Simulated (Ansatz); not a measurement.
# AlZn radical: geometry and frequencies at several levels

Wanted for AlZn radical: geometry and frequencies at several levels. Spin multiplicity 2.

Method: the levels named in each step, in Ansatz 0.2.0.

### Step 1. Starting point

Bond lengths: Al1–Zn2 2.528 Å.

Structure file:

```xyz
2

Al    0.0000    0.0000    0.0000
Zn    0.0000    0.0000    2.5278
```

### Step 2. A rough first relaxation, PBE-D4/def2-SVP

input.yaml

```yaml
crystal:
  periodic: [false, false, false]
  atoms:
    - { symbol: Al, position_ang: [0.0, 0.0, 0.0] }
    - { symbol: Zn, position_ang: [0.0, 0.0, 2.52785] }
magnetization:
  spin_polarized: true
  initial_magnetization: 1
basis:
  gaussian: { orbitals: def2-SVP }
hamiltonian:
  xc: pbe
  dispersion: d4
relax:
  f_tol: 0.03
  max_steps: 200
```

Launch:

```sh
$ ansatz run input.yaml --threads 2 --pin off --max-ram 5120MiB --backend cpu --events-out ev --progress --plain --runs-dir out
```

The runs that follow: Relaxation, HF/STO-3G; Frequencies, HF/STO-3G; Relaxation, HF/def2-SVP; Frequencies, HF/def2-SVP; Relaxation, LDA/def2-SVP; Frequencies, LDA/def2-SVP; Relaxation, PBE-D4/def2-SVP; Frequencies, PBE-D4/def2-SVP.

What does the calculation give? Wanted: Al1–Zn2 at PBE-D4/def2-SVP; frequencies at PBE-D4/def2-SVP.

**Answer**, as computed:

| quantity | value |
| --- | --- |
| Al1–Zn2 at PBE-D4/def2-SVP | 2.662 Å |
| frequencies at PBE-D4/def2-SVP | 172 cm⁻¹ |

In words: The Al–Zn distance spreads over 1.950 Å, from HF/STO-3G (shortest) to HF/def2-SVP. No mode is imaginary, so the geometry is a minimum. <S²> exceeds the pure value by up to 2.01: some mean fields break spin symmetry, which blurs their results.
